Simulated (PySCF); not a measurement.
# The bond of HgBi, level by level

One job finds the state of HgBi, follows it along the bond with each method and fits the curves.

The runs use PySCF 2.14.0; Hg cc-pVDZ-PP with ECP60, Bi cc-pVDZ-PP with ECP60, scalar-relativistic core potentials.

1 further run of the same task is left out (it didn't finish).

## Step 1: The job

Settings of the job:

```yaml
atoms: Hg, Bi
charge: 0
basis: Hg cc-pVDZ-PP with ECP60, Bi cc-pVDZ-PP with ECP60
Hamiltonian: scalar-relativistic core potentials
basis_functions: 61
electrons_treated: 43
masses_in_u: 201.9706, 208.9804
levels: PBE0, PBE, r²SCAN, TPSSh, MN15, M06, HSE06, HF, MP2, SCS-MP2
grid: 80 radial by 434 angular points
occupations: held fixed by the projection of orbital angular momentum
dissociation_limit: Hg + Bi, each in its ground configuration
starting_distance_in_angstrom: 2.835
values_of_2S_to_try: 1, 3
```

Command:

```
$ OMP_NUM_THREADS=1 python dia.py task.json out
```

After this run come: The PBE0 curve of the state that the search chose; Other states along the same grid; PBE; r²SCAN; TPSSh; MN15 (hybrid meta-GGA); M06; HSE06 (range-separated hybrid); UHF (mean field).

Q: Predict the outcome of this session. Wanted: for each run, Re; ωe; De; μ.

As calculated:

Lowest PBE0 solution found, without spin–orbit coupling: ⁴Σ⁻ (quartet), unpaired electrons σ ↑, π ↑↑. State 2 has its PBE0 minimum 0.53 eV higher, as a spin-mixed determinant (⟨S²⟩ = 1.76), so this is no gap between pure states. State 3 has its PBE0 minimum 0.61 eV higher, as a spin-mixed determinant (⟨S²⟩ = 1.76), so this is no gap between pure states. The other levels ran on the lowest alone.

| level | Re (Å) | ωe (cm⁻¹) | De (eV) | μ (D) |
| --- | --- | --- | --- | --- |
| PBE | 3.324 | 40.7 | 0.125 | 0.42 |
| r²SCAN | 3.295 | 39.5 | 0.140 | 0.39 |
| TPSSh | 3.343 | 36.6 | 0.090 | 0.28 |
| PBE0 | 3.381 | 33.3 | 0.084 | 0.29 |
| M06 | 3.282 | 52.5 | 0.215 | 0.50 |
| HSE06 | 3.338 | 37.6 | 0.105 | 0.32 |
| MN15 | 3.307 | 44.6 | 0.195 | 0.53 |

De is counted to Hg + Bi in their ground configurations. A positive dipole means Hg(−)Bi(+). No constants: UHF (no minimum is bracketed among the points kept); UHF-MP2 (no minimum is bracketed among the points kept); UHF-SCS-MP2 (no minimum is bracketed among the points kept).

What this shows: Bond lengths run from 3.282 Å (M06) to 3.381 Å (PBE0). Of the levels with a De here, PBE0 gives the least (0.084 eV) and M06 the most (0.215 eV).

Correlated steps freeze 4 core orbitals. Spin–orbit coupling is left out, which matters for elements this heavy, above all for dissociation energies. The bond is weak, and basis-set superposition, which was not computed, may be a sizeable part of it. With spin–orbit coupling the term label itself may not hold.
